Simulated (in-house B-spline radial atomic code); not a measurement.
# Sn³⁺ in a hard spherical wall

Aim: energy and levels of Sn³⁺ squeezed by an impenetrable sphere of shrinking radius. More than one configuration is followed.

Program: in-house B-spline radial atomic code version 1. Level of theory: non-relativistic Hartree-Fock, average of configuration, point nucleus, basis-set limit. These are calculated values, not measurements, unless marked.

## (1) Starting point

| Item | Value |
| --- | --- |
| element | tin (Z = 50) |
| charge | +3 |
| electrons | 47 |
| configuration | [Kr] 4d10 5s1 |
| Hamiltonian | non-relativistic |
| nucleus | point |

The outer shells:

[Kr] 4d10 5s1
```
[Kr] core
4d [↑↓][↑↓][↑↓][↑↓][↑↓]
5s [↑ ]
```

The boxes draw the filling by Hund's rule, which heavy ions in jj coupling don't follow; these runs average over all states of the configuration.

Settings, as recorded:

```ini
Z = 50
electrons = 47.0
configuration = [Kr] 4d10 5s1
hamiltonian = nr
method = hf
spin_polarised = False
```

From the earlier run of the reference: total energy -6021.169295 hartree. Levels, eight at most:

```csv
orbital,occupation,energy (eV),<r> (bohr)
2p,6,-4015.26,0.1122
3s,2,-888.80,0.3505
3p,6,-769.37,0.3421
3d,10,-550.48,0.3136
4s,2,-178.73,0.8509
4p,6,-136.79,0.9010
4d,10,-65.951,1.067
5s,1,-37.954,2.255
```

## (2) Wall at 6.56 bohr, configuration [Kr] 4d10 5s1

Settings, as recorded:

```ini
Z = 50
electrons = 47.0
configuration = [Kr] 4d10 5s1
hamiltonian = nr
method = hf
spin_polarised = False
wall_radius = 6.56
```

## (3) Wall at 3.52 bohr, configuration [Kr] 4d10 5s1

Settings: those of step 2 with these lines changed.

```diff
@@ -6,2 +6,2 @@
 spin_polarised = False
-wall_radius = 6.56
+wall_radius = 3.52
```

## (4) Wall at 2.21 bohr, configuration [Kr] 4d10 5s1

Settings: those of step 3 with these lines changed.

```diff
@@ -6,2 +6,2 @@
 spin_polarised = False
-wall_radius = 3.52
+wall_radius = 2.21
```

## (5) Wall at 6.56 bohr, configuration [Kr] 4d9 4f1 5s1

Settings, as recorded:

```ini
Z = 50
electrons = 47.0
configuration = [Kr] 4d9 4f1 5s1
hamiltonian = nr
method = hf
spin_polarised = False
wall_radius = 6.56
```

## (6) Wall at 3.52 bohr, configuration [Kr] 4d9 4f1 5s1

Settings: those of step 5 with these lines changed.

```diff
@@ -6,2 +6,2 @@
 spin_polarised = False
-wall_radius = 6.56
+wall_radius = 3.52
```

## (7) Wall at 2.21 bohr, configuration [Kr] 4d9 4f1 5s1

Settings: those of step 6 with these lines changed.

```diff
@@ -6,2 +6,2 @@
 spin_polarised = False
-wall_radius = 3.52
+wall_radius = 2.21
```

## (8) Wall at 6.56 bohr, configuration [Kr] 4d9 5s1 5f1

Settings, as recorded:

```ini
Z = 50
electrons = 47.0
configuration = [Kr] 4d9 5s1 5f1
hamiltonian = nr
method = hf
spin_polarised = False
wall_radius = 6.56
```

## (9) Wall at 3.52 bohr, configuration [Kr] 4d9 5s1 5f1

Settings: those of step 8 with these lines changed.

```diff
@@ -6,2 +6,2 @@
 spin_polarised = False
-wall_radius = 6.56
+wall_radius = 3.52
```

## (10) Wall at 2.21 bohr, configuration [Kr] 4d9 5s1 5f1

Settings: those of step 9 with these lines changed.

```diff
@@ -6,2 +6,2 @@
 spin_polarised = False
-wall_radius = 3.52
+wall_radius = 2.21
```

What do the energy and the highest level do as the wall closes in, and which configuration is lower at each radius?

As calculated:

| configuration | radius (bohr) | energy above the free system (eV) | pressure (GPa) | highest level (eV) |
| --- | --- | --- | --- | --- |
| [Kr] 4d10 5s1 | 6.56 | 0.0041 | 0.0206 | -37.951 (5s) |
| [Kr] 4d10 5s1 | 3.52 | 3.690 | 53.2 | -34.585 (5s) |
| [Kr] 4d10 5s1 | 2.21 | 76.663 | 3669 | 9.036 (5s) |
| [Kr] 4d9 4f1 5s1 | 6.56 | 49.528 | 1.13 | -14.286 (4f) |
| [Kr] 4d9 4f1 5s1 | 3.52 | 60.160 | 93.9 | -6.403 (4f) |
| [Kr] 4d9 4f1 5s1 | 2.21 | 146.52 | 3960 | 18.920 (4f) |
| [Kr] 4d9 5s1 5f1 | 6.56 | 59.902 | 6.52 | -3.989 (5f) |
| [Kr] 4d9 5s1 5f1 | 3.52 | 94.062 | 236 | 27.277 (5f) |
| [Kr] 4d9 5s1 5f1 | 2.21 | 242.56 | 5706 | 114.76 (5f) |

For [Kr] 4d10 5s1 the energy above the free reference is 0.0041 eV at 6.56 bohr and 76.663 eV at 2.21 bohr, where the electrons press on it with 3669 GPa. Its highest level passes zero between 3.52 and 2.21 bohr; in smaller spheres the level is positive, pushed up by confinement, and the wall keeps the electron in. Of [Kr] 4d10 5s1 and [Kr] 4d9 4f1 5s1, the first stays lower at every radius that both share. At 2.21 bohr the lowest of all 3 is [Kr] 4d10 5s1. A hard wall is a crude model of an atom's surroundings.
